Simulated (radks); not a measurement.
# Ionising praseodymium step by step, Pr⁴⁰⁺ to Pr⁵⁸⁺

How much does each further electron of praseodymium cost? Each ion is computed in its NIST ground configuration. The LB94 potential has no energy functional, so minus the highest eigenvalue is the estimate.

The numbers are computed with radks (a radial shooting solver on a logarithmic mesh, Libxc functionals) version 1 (Dirac Kohn-Sham, LB94 model potential, spin-unpolarised, spherical densities, finite nucleus; open shells fill j = l - 1/2 first), except any that are marked as measured or tabulated.

### Step 1. Starting point

| Quantity | Value |
| --- | --- |
| element | praseodymium (Z = 59) |
| charges | 40 to 58 |
| first configuration | [Ar] 3d1 |
| last configuration | 1s1 |

LB94 adds a gradient term to the LDA potential that gives it a −1/r tail. It is a model potential with no energy functional, so Etot and Exc are not given.

### Step 2. Pr⁴⁰⁺, [Ar] 3d1

The run's settings:

```text
Z 59
configuration [Ar] 3d1
relativity Dirac
functional lda,pw
model_potential LB94
spin unpolarised
j_filling energy
nucleus finite rms 4.8919 fm
c 137.035999084
```

### Step 3. Pr⁴¹⁺, [Ar]

Settings, as their differences from step 2:

```diff
@@ -1,3 +1,3 @@
 Z 59
-configuration [Ar] 3d1
+configuration [Ar]
 relativity Dirac
```

### Step 4. Pr⁴²⁺, [Ne] 3s2 3p5

Settings, as their differences from step 3:

```diff
@@ -1,3 +1,3 @@
 Z 59
-configuration [Ar]
+configuration [Ne] 3s2 3p5 4s0 3d0
 relativity Dirac
```

### Step 5. Pr⁴³⁺, [Ne] 3s2 3p4

Settings, as their differences from step 4:

```diff
@@ -1,3 +1,3 @@
 Z 59
-configuration [Ne] 3s2 3p5 4s0 3d0
+configuration [Ne] 3s2 3p4 4s0 3d0
 relativity Dirac
```

### Step 6. Pr⁴⁴⁺, [Ne] 3s2 3p3

Settings, as their differences from step 5:

```diff
@@ -1,3 +1,3 @@
 Z 59
-configuration [Ne] 3s2 3p4 4s0 3d0
+configuration [Ne] 3s2 3p3 4s0 3d0
 relativity Dirac
```

### Step 7. Pr⁴⁵⁺, [Ne] 3s2 3p2

Settings, as their differences from step 6:

```diff
@@ -1,3 +1,3 @@
 Z 59
-configuration [Ne] 3s2 3p3 4s0 3d0
+configuration [Ne] 3s2 3p2
 relativity Dirac
```

### Step 8. Pr⁴⁶⁺, [Ne] 3s2 3p1

Settings, as their differences from step 7:

```diff
@@ -1,3 +1,3 @@
 Z 59
-configuration [Ne] 3s2 3p2
+configuration [Ne] 3s2 3p1
 relativity Dirac
```

### Step 9. Pr⁴⁷⁺, [Ne] 3s2

Settings, as their differences from step 8:

```diff
@@ -1,3 +1,3 @@
 Z 59
-configuration [Ne] 3s2 3p1
+configuration [Ne] 3s2
 relativity Dirac
```

### Step 10. Pr⁴⁸⁺, [Ne] 3s1

Settings, as their differences from step 9:

```diff
@@ -1,3 +1,3 @@
 Z 59
-configuration [Ne] 3s2
+configuration [Ne] 3s1
 relativity Dirac
```

### Step 11. Pr⁴⁹⁺, [Ne]

Settings, as their differences from step 10:

```diff
@@ -1,3 +1,3 @@
 Z 59
-configuration [Ne] 3s1
+configuration [Ne]
 relativity Dirac
```

### Step 12. Pr⁵⁰⁺, [He] 2s2 2p5

Settings, as their differences from step 11:

```diff
@@ -1,3 +1,3 @@
 Z 59
-configuration [Ne]
+configuration [He] 2s2 2p5
 relativity Dirac
```

### Step 13. Pr⁵¹⁺, [He] 2s2 2p4

Settings, as their differences from step 12:

```diff
@@ -1,3 +1,3 @@
 Z 59
-configuration [He] 2s2 2p5
+configuration [He] 2s2 2p4 3s0 3p0
 relativity Dirac
```

### Step 14. Pr⁵²⁺, [He] 2s2 2p3

Settings, as their differences from step 13:

```diff
@@ -1,3 +1,3 @@
 Z 59
-configuration [He] 2s2 2p4 3s0 3p0
+configuration [He] 2s2 2p3 3s0 3p0
 relativity Dirac
```

### Step 15. Pr⁵³⁺, [He] 2s2 2p2

Settings, as their differences from step 14:

```diff
@@ -1,3 +1,3 @@
 Z 59
-configuration [He] 2s2 2p3 3s0 3p0
+configuration [He] 2s2 2p2
 relativity Dirac
```

### Step 16. Pr⁵⁴⁺, [He] 2s2 2p1

Settings, as their differences from step 15:

```diff
@@ -1,3 +1,3 @@
 Z 59
-configuration [He] 2s2 2p2
+configuration [He] 2s2 2p1 3s0 3p0
 relativity Dirac
```

### Step 17. Pr⁵⁵⁺, [He] 2s2

Settings, as their differences from step 16:

```diff
@@ -1,3 +1,3 @@
 Z 59
-configuration [He] 2s2 2p1 3s0 3p0
+configuration [He] 2s2 2p0 3s0
 relativity Dirac
```

### Step 18. Pr⁵⁶⁺, [He] 2s1

Settings, as their differences from step 17:

```diff
@@ -1,3 +1,3 @@
 Z 59
-configuration [He] 2s2 2p0 3s0
+configuration [He] 2s1
 relativity Dirac
```

### Step 19. Pr⁵⁷⁺, [He]

Settings, as their differences from step 18:

```diff
@@ -1,3 +1,3 @@
 Z 59
-configuration [He] 2s1
+configuration [He] 2s0 2p0
 relativity Dirac
```

### Step 20. Pr⁵⁸⁺, 1s1

Settings, as their differences from step 19:

```diff
@@ -1,3 +1,3 @@
 Z 59
-configuration [He] 2s0 2p0
+configuration 1s1
 relativity Dirac
```

**Question.** What will these runs give? Wanted: for each run, species; configuration; −ε(HOMO); NIST; error.

**Answer**, as computed:

```
species  configuration  −ε(HOMO) (eV)         NIST (eV)  error (%)
  Pr⁴⁰⁺       [Ar] 3d1         2927.3     2941 (theory)       -0.5
  Pr⁴¹⁺           [Ar]         3222.9     3227 (theory)       -0.1
  Pr⁴²⁺   [Ne] 3s2 3p5         3317.5     3319 (theory)       -0.0
  Pr⁴³⁺   [Ne] 3s2 3p4         3412.9     3419 (theory)       -0.2
  Pr⁴⁴⁺   [Ne] 3s2 3p3         3509.2     3512 (theory)       -0.1
  Pr⁴⁵⁺   [Ne] 3s2 3p2         3735.0     3729 (theory)       +0.2
  Pr⁴⁶⁺   [Ne] 3s2 3p1         3836.5     3832 (theory)       +0.1
  Pr⁴⁷⁺       [Ne] 3s2         4047.4     4030 (theory)       +0.4
  Pr⁴⁸⁺       [Ne] 3s1         4144.6     4130 (theory)       +0.4
  Pr⁴⁹⁺           [Ne]         9347.0     9378 (theory)       -0.3
  Pr⁵⁰⁺   [He] 2s2 2p5         9607.6     9632 (theory)       -0.3
  Pr⁵¹⁺   [He] 2s2 2p4         9870.4     9913 (theory)       -0.4
  Pr⁵²⁺   [He] 2s2 2p3        10135.4    10175 (theory)       -0.4
  Pr⁵³⁺   [He] 2s2 2p2        10944.3    10959 (theory)       -0.1
  Pr⁵⁴⁺   [He] 2s2 2p1        11230.4    11262 (theory)       -0.3
  Pr⁵⁵⁺       [He] 2s2        11651.0    11641 (theory)       +0.1
  Pr⁵⁶⁺       [He] 2s1        11886.7  11895.9 (theory)       -0.1
  Pr⁵⁷⁺           [He]          48571  48571.7 (theory)       -0.0
  Pr⁵⁸⁺            1s1          49515  49722.4 (theory)       -0.4
```

Reference values: NIST Atomic Spectra Database (exp. measured, semi-emp. semi-empirical, theory a theoretical value adopted there). Per unit of the charge left behind, the cost jumps most at Pr⁵⁷⁺ ([He]): from 11886.7 to 48571 eV. There the highest level belongs to another shell. Spin polarisation and multiplet splitting are left out.
